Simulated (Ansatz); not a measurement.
**BeNa− (triplet): from Hartree-Fock to the top rungs at distance Be1–Na2 = 3.356 Å, aug-cc-pVTZ**

An exercise on one series of results from a longer session: the logs are not shown, and one member is left open.

Method: aug-cc-pVTZ, core rule «outside noble gas», up to 6 orbitals frozen; program: Ansatz 0.2.0, Gaussian basis.

Plan: UHF; CCSD(T) on ROHF; CCSD(T) on UHF; BCCD(T) on ROHF; CCSDT(Q) on ROHF; CCSDT(Q) on UHF; Full CI.

46 further runs of the same task are left out: 22 for a known fault of the program, 18 that didn't finish, 6 set aside as unsound or not needed.

## The system

The geometry derives from a PBE0/def2-TZVPD stationary point (not a proven minimum). One bond is set to the value named and the two fragments are kept rigid.

2 atoms, charge -1, spin multiplicity 3.

Atoms are counted from 1 here; the program's logs count them from 0.

No contacts short enough for the rule that draws bonds.

As a file:

```xyz
2
charge -1, multiplicity 3
Be    0.0000    0.0000    0.0000
Na    0.0000    0.0000    3.3560
```

The first run:

in.yaml reads:

```yaml
crystal:
  periodic: [false, false, false]
  atoms:
    - {symbol: Be, position_ang: [0.000000, 0.000000, 0.000000]}
    - {symbol: Na, position_ang: [0.000000, 0.000000, 3.356000]}
basis:
  gaussian: {orbitals: aug-cc-pVTZ}
total_charge: -1
magnetization: {spin_polarized: true, initial_magnetization: 2}
hamiltonian: {xc: hf}
output: {orbitals: {seedname: orbitals}}
```

Run with:

```
$ ansatz run in.yaml --threads 1 --pin off --events-out ev --progress --plain --max-ram 2393MiB
```

Among the steps run: UHF; CCSD(T) on ROHF; CCSD(T) on UHF; BCCD(T) on ROHF; CCSDT(Q) on ROHF; CCSDT(Q) on UHF; Full CI.

One of the session's tables, all rows but one given; the rest of the session is left out.

```
   method  from FCI (meV)
     ROHF         +1644.1
      UHF               ?
     RMP2          +527.5
     UMP2          +548.4
    RCCSD           +84.1
    UCCSD           +79.0
 RCCSD(T)           +24.1
 UCCSD(T)           +24.6
  BCCD(T)           +23.8
   RCCSDT            +1.6
   UCCSDT            +1.1
RCCSDT(Q)            +0.5
UCCSDT(Q)            +0.1
      FCI               0
```

Estimate the missing values for UHF.

As computed: from FCI (meV): +1554.3. In the column «from FCI (meV)» it lies between UMP2 (+548.4) and ROHF (+1644.1).

Limits of these values: Levels on UHF freeze UHF's core orbitals, full CI those of ROHF, so the U rows can settle a little off it for that reason alone. Restricted and unrestricted rows rest on different reference determinants; where their highest levels disagree by more than a few hundredths of an eV, they describe different states and don't form one ladder.
